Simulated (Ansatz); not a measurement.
# CH6BSb: small, medium and large basis sets

Aim: see how fast density functionals converge with the basis set for CH6BSb.

The runs use Ansatz 0.2.0, Gaussian basis; one geometry, several basis sets.

The runs, in order: PBE0-D4/def2-SVP; ωB97M-V/def2-SVP; PBE0-D4/def2-QZVPP; ωB97M-V/def2-QZVPP; the functionals' def2-TZVPP values are taken from earlier runs.

1 further run of the same task is left out (for a known fault of the program).

**1. The geometry**

The geometry comes from an earlier relaxation with PBE0-D4 in a triple-zeta def2 set; it is a stationary point, not always the lowest conformer. Sb takes the def2 core potential; no spin-orbit term is included.

SMILES `[BH2][SbH][CH3]`, 9 atoms, charge 0, spin multiplicity 1.

Atoms are counted from 1 here; the program's logs count them from 0.

Bond lengths: B1–Sb2 2.197 Å, B1–H4 1.195 Å, B1–H5 1.194 Å, Sb2–C3 2.161 Å, Sb2–H6 1.704 Å, C3–H7 1.088 Å, C3–H8 1.089 Å, C3–H9 1.090 Å. Angles: Sb2–B1–H4 120.1°, Sb2–B1–H5 120.0°, H4–B1–H5 119.4°, B1–Sb2–C3 99.9°, B1–Sb2–H6 96.2°, C3–Sb2–H6 97.7°, Sb2–C3–H7 111.2°, Sb2–C3–H8 109.0°, Sb2–C3–H9 107.8°, H7–C3–H8 110.0°, H7–C3–H9 109.7°, H8–C3–H9 109.2°.

**2. PBE0-D4 in def2-SVP**

in.yaml

```yaml
crystal:
  periodic: [false, false, false]
  atoms:
    - {symbol: B, position_ang: [-0.724392, 0.664599, -1.571017]}
    - {symbol: Sb, position_ang: [0.736932, 0.985117, 0.037749]}
    - {symbol: C, position_ang: [0.637033, -0.937049, 1.020956]}
    - {symbol: H, position_ang: [-0.758695, -0.380416, -2.150455]}
    - {symbol: H, position_ang: [-1.387942, 1.575738, -1.965760]}
    - {symbol: H, position_ang: [-0.317255, 1.829499, 1.077225]}
    - {symbol: H, position_ang: [-0.383754, -1.179188, 1.307447]}
    - {symbol: H, position_ang: [1.275831, -0.917499, 1.902532]}
    - {symbol: H, position_ang: [1.010741, -1.687099, 0.324222]}
basis:
  gaussian: {orbitals: def2-SVP}
hamiltonian: {xc: pbe0, dispersion: d4}
output: {orbitals: {seedname: orbitals}}
```

Run with:

```bash
ansatz run in.yaml --threads 2 --pin off --events-out ev --progress --plain --max-ram 4352MiB
```

Further steps of the session: ωB97M-V in def2-SVP; PBE0-D4 in def2-QZVPP; ωB97M-V in def2-QZVPP.

**Question.** What will the summary of the whole plan be? Wanted: PBE0-D4: double and triple zeta above quadruple; ωB97M-V: double and triple zeta above quadruple.

The runs gave:

| quantity | value |
| --- | --- |
| PBE0-D4: double and triple zeta above quadruple | 2.45, 0.17 eV |
| ωB97M-V: double and triple zeta above quadruple | 2.67, 0.17 eV |

**Reading.** For PBE0-D4 the step from double to triple zeta gains 2.28 eV and the next only 0.17 eV. Total energies overstate the basis error of differences, where much of it tends to cancel.
